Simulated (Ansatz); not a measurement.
# CH3OSe: the cost of one run

Method: RKS revPBE-D4/def2-SVP, in Ansatz 0.2.0.

## Step 1: The system as given

Bond lengths: C1–Se2 1.725 Å, Se2–O3 1.724 Å, C1–H4 1.081 Å, C1–H5 1.083 Å, O3–H6 0.967 Å. Angles: C1–Se2–O3 99.1°, Se2–C1–H4 120.7°, Se2–C1–H5 121.5°, H4–C1–H5 117.7°, Se2–O3–H6 116.6°.

As a file:

```xyz
6

C    -0.8633   -0.0992   -0.6857
Se    0.5437   -0.8533   -0.0327
O     1.0776    0.4163    1.0036
H    -1.4840   -0.6158   -1.4040
H    -1.1566    0.9017   -0.3944
H     1.8827    0.2503    1.5133
```

## Step 2: End point A

input.yaml

```yaml
crystal:
  periodic: [false, false, false]
  atoms:
    - { symbol: C, position_ang: [-0.86329, -0.09924, -0.68572] }
    - { symbol: Se, position_ang: [0.54367, -0.85328, -0.03274] }
    - { symbol: O, position_ang: [1.07758, 0.41634, 1.00356] }
    - { symbol: H, position_ang: [-1.48402, -0.61581, -1.40401] }
    - { symbol: H, position_ang: [-1.15663, 0.90171, -0.39441] }
    - { symbol: H, position_ang: [1.88268, 0.25029, 1.51333] }
total_charge: 1
basis:
  gaussian: { orbitals: def2-SVP }
hamiltonian:
  xc: revpbe
  dispersion: d4
relax:
  f_tol: 0.015
  max_steps: 40
```

The run is started by

```bash
$ ansatz run input.yaml --threads 1 --pin off --max-ram 2048MiB --backend cpu --events-out ev --progress --plain --runs-dir out
```

Q: Estimate wall time and peak memory on 1 thread of AMD EPYC 7R43 (Zen 3), shared host.

About 14 s, with a peak of 0.15 GiB.
